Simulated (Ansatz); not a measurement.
**C2H9NOSi2: taking an electron away**

How much energy removes an electron from C2H9NOSi2 at fixed geometry? The cation is run at each level and the neutral's energy taken from earlier runs.

The runs use Ansatz 0.2.0, Gaussian basis; unrestricted cation, the program's frozen cores in correlated methods.

Plan: UKS PBE-D4/def2-TZVPP; UKS r2SCAN-D4/def2-TZVPP; UKS PBE0-D4/def2-TZVPP; UKS B3LYP-D4/def2-TZVPP; UKS wB97X-V/def2-TZVPP; UKS wB97M-V/def2-TZVPP; UKS B2PLYP/def2-TZVPP; UHF-CCSD(T)/def2-TZVPP; UHF-MP2/def2-QZVPP; extrapolation to the limit; then −ε(HOMO) from the neutral's earlier runs with LDA (SPW92), PBE-D4, revPBE-D4, BLYP-D4, r2SCAN-D4, B97M-V, PBE0-D4, B3LYP-D4, r2SCANh-D4, r2SCAN0-D4, HSE06-D4, BHLYP-D4, CAM-B3LYP-D4, LC-ωPBE, ωB97X-V, ωB97M-V.

## (1) Structure used throughout

An earlier PBE0-D4 in a triple-zeta def2 set relaxation fixed the geometry.

SMILES `C=C[SiH2]N[SiH2]O`, 15 atoms, charge 0, spin multiplicity 1.

Atoms are counted from 1 here; the program's logs count them from 0.

Bond lengths: C1–C2 1.331 Å, C1–H7 1.087 Å, C1–H8 1.087 Å, C2–Si3 1.862 Å, C2–H9 1.090 Å, Si3–N4 1.727 Å, Si3–H10 1.487 Å, Si3–H11 1.488 Å, N4–Si5 1.719 Å, N4–H12 1.011 Å, Si5–O6 1.649 Å, Si5–H13 1.479 Å, Si5–H14 1.485 Å, O6–H15 0.959 Å. Angles: C2–C1–H7 121.4°, C2–C1–H8 122.4°, H7–C1–H8 116.3°, C1–C2–Si3 123.1°, C1–C2–H9 118.1°, Si3–C2–H9 118.8°, C2–Si3–N4 112.1°, C2–Si3–H10 109.0°, C2–Si3–H11 109.1°, N4–Si3–H10 108.0°, N4–Si3–H11 109.5°, H10–Si3–H11 109.1°, Si3–N4–Si5 127.5°, Si3–N4–H12 115.6°, Si5–N4–H12 115.8°, N4–Si5–O6 115.1°, N4–Si5–H13 109.4°, N4–Si5–H14 105.8° and more.

## (2) Cation, UKS PBE-D4/def2-TZVPP

in.yaml reads:

```yaml
crystal:
  periodic: [false, false, false]
  atoms:
    - {symbol: C, position_ang: [1.383623, -0.519626, -1.591952]}
    - {symbol: C, position_ang: [0.168406, -1.055286, -1.677302]}
    - {symbol: Si, position_ang: [-1.289913, -0.425781, -0.704744]}
    - {symbol: N, position_ang: [-0.864681, 0.896185, 0.322629]}
    - {symbol: Si, position_ang: [-0.213217, 0.820459, 1.911908]}
    - {symbol: O, position_ang: [1.433134, 0.791692, 1.991238]}
    - {symbol: H, position_ang: [1.583864, 0.329509, -0.943070]}
    - {symbol: H, position_ang: [2.226196, -0.894863, -2.166421]}
    - {symbol: H, position_ang: [0.026059, -1.900442, -2.351060]}
    - {symbol: H, position_ang: [-1.811570, -1.523683, 0.151700]}
    - {symbol: H, position_ang: [-2.357017, 0.001872, -1.650272]}
    - {symbol: H, position_ang: [-0.830175, 1.802415, -0.124405]}
    - {symbol: H, position_ang: [-0.579676, 2.047941, 2.651751]}
    - {symbol: H, position_ang: [-0.770457, -0.415668, 2.517858]}
    - {symbol: H, position_ang: [1.873422, -0.005322, 1.691641]}
basis:
  gaussian: {orbitals: def2-TZVPP}
total_charge: 1
magnetization: {spin_polarized: true, initial_magnetization: 1}
hamiltonian: {xc: pbe, dispersion: d4}
```

Started as:

```sh
$ ansatz run in.yaml --threads 2 --pin off --events-out ev --progress --plain --max-ram 32768MiB --backend cuda --devices 0, --max-vram 18GiB
```

Further steps of the session: Cation, UKS r2SCAN-D4/def2-TZVPP; Cation, UKS PBE0-D4/def2-TZVPP; Cation, UKS B3LYP-D4/def2-TZVPP; Cation, UKS wB97X-V/def2-TZVPP; Cation, UKS wB97M-V/def2-TZVPP; Cation, UKS B2PLYP (frozen core)/def2-TZVPP; Cation, UHF-CCSD(T)/def2-TZVPP; Cation, UHF-MP2/def2-QZVPP.

Before running them: what should the planned runs give, taken together? Wanted: ionisation energy, CCSD(T)/CBS; nearest functional by difference; nearest −ε(HOMO); −ε(HOMO) of PBE; T1 of the cation.

**Answer**, as computed:

```
                        quantity               value
  ionisation energy, CCSD(T)/CBS            10.08 eV
nearest functional by difference  ωB97X-V (-0.17 eV)
                nearest −ε(HOMO)  ωB97M-V (+0.02 eV)
                 −ε(HOMO) of PBE             6.42 eV
                T1 of the cation               0.032
```

In words: Energy differences with functionals land within 0.83 eV of the reference. −ε(HOMO) of PBE misses by 3.7 eV, since self-interaction lifts the level. Among orbital estimates ωB97M-V comes nearest. Hartree-Fock falls 1.32 eV short, as the neutral has more correlation energy than the cation. The cation's T1 (from the report) is 0.032, near the customary mark of 0.045 for open shells, so the coupled-cluster value is less safe.
